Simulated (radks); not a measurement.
**The first electron to leave Zn⁹⁺**

Aim: remove one electron from each of the outer sub-shells of Zn⁹⁺ ([Ar] 3d(3/2: 3, 5/2: 0)) in turn, let the ion relax, and find the cheapest removal. The parent's configuration is the lowest that an earlier search found at this level.

Program: radks (a radial shooting solver on a logarithmic mesh, Libxc functionals) version 1. Level of theory: Dirac Kohn-Sham, PBE, spin-unpolarised, spherical densities, finite nucleus. These are calculated values, not measurements, unless marked.

2 further runs of the same task are left out: 2 set aside as unsound or not needed.

### Step 1. What is computed

| Item | Value |
| --- | --- |
| element | zinc (Z = 30) |
| charge | +9 |
| electrons | 21 |
| configuration | [Ar] 3d(3/2: 3, 5/2: 0) |
| nuclear rms radius | 3.9283 fm |

A shell typed twice in an input gives the lower j, then the higher j.

### Step 2. The parent, Zn⁹⁺

The parent was computed earlier with the same settings: E = -1765.211632 hartree. Its outer levels (eV):

```
level  occupation  energy (eV)
2s1/2           2      -1398.7
2p1/2           2      -1260.3
2p3/2           4      -1236.5
3s1/2           2      -342.53
3p1/2           2      -297.53
3p3/2           4      -293.71
3d3/2           3      -219.33
3d5/2           0      -218.71
```

### Step 3. Remove 3d3/2: [Ar] 3d(3/2: 2, 5/2: 0)

Settings of this run:

```text
Z 30
configuration [Ar] 3d2 3d0
relativity Dirac
functional pbe,pbe
spin unpolarised
j_filling energy
nucleus finite rms 3.9283 fm
c 137.035999084
```

### Step 4. Remove 3p3/2: [Ne] 3s2 3p(1/2: 2, 3/2: 3) 3d(3/2: 3, 5/2: 0)

Changes since step 3:

```diff
@@ -1,3 +1,3 @@
 Z 30
-configuration [Ar] 3d2 3d0
+configuration [Ne] 3s2 3p2 3p3 3d3 3d0
 relativity Dirac
```

### Step 5. Remove 3p1/2: [Ne] 3s2 3p(1/2: 1, 3/2: 4) 3d(3/2: 3, 5/2: 0)

Changes since step 4:

```diff
@@ -1,3 +1,3 @@
 Z 30
-configuration [Ne] 3s2 3p2 3p3 3d3 3d0
+configuration [Ne] 3s2 3p1 3p4 3d3 3d0
 relativity Dirac
```

### Step 6. Remove 3s1/2: [Ne] 3s1 3p6 3d(3/2: 3, 5/2: 0)

Changes since step 5:

```diff
@@ -1,3 +1,3 @@
 Z 30
-configuration [Ne] 3s2 3p1 3p4 3d3 3d0
+configuration [Ne] 3s1 3p6 3d3 3d0
 relativity Dirac
```

**Question.** What will these runs give? Wanted: for each run, case; final configuration; Δ-SCF; −ε of the level emptied.

The runs gave:

```
        case                             final configuration  Δ-SCF (eV)  −ε of the level emptied (eV)
remove 3d3/2                         [Ar] 3d(3/2: 2, 5/2: 0)      236.58                        219.33
remove 3p3/2  [Ne] 3s2 3p(1/2: 2, 3/2: 3) 3d(3/2: 3, 5/2: 0)      310.40                        293.71
remove 3p1/2  [Ne] 3s2 3p(1/2: 1, 3/2: 4) 3d(3/2: 3, 5/2: 0)      314.37                        297.53
remove 3s1/2                 [Ne] 3s1 3p6 3d(3/2: 3, 5/2: 0)      359.38                        342.53
```

What this shows: Removal from 3d3/2 costs least (236.58 eV), ahead of 3p3/2 (310.40 eV). 3d3/2 is also the highest occupied level of the parent. NIST lists 238 eV (theoretical), between the same two configurations. Spin polarisation and multiplet splitting are left out, so open shells lie too high by an amount that depends on their filling.
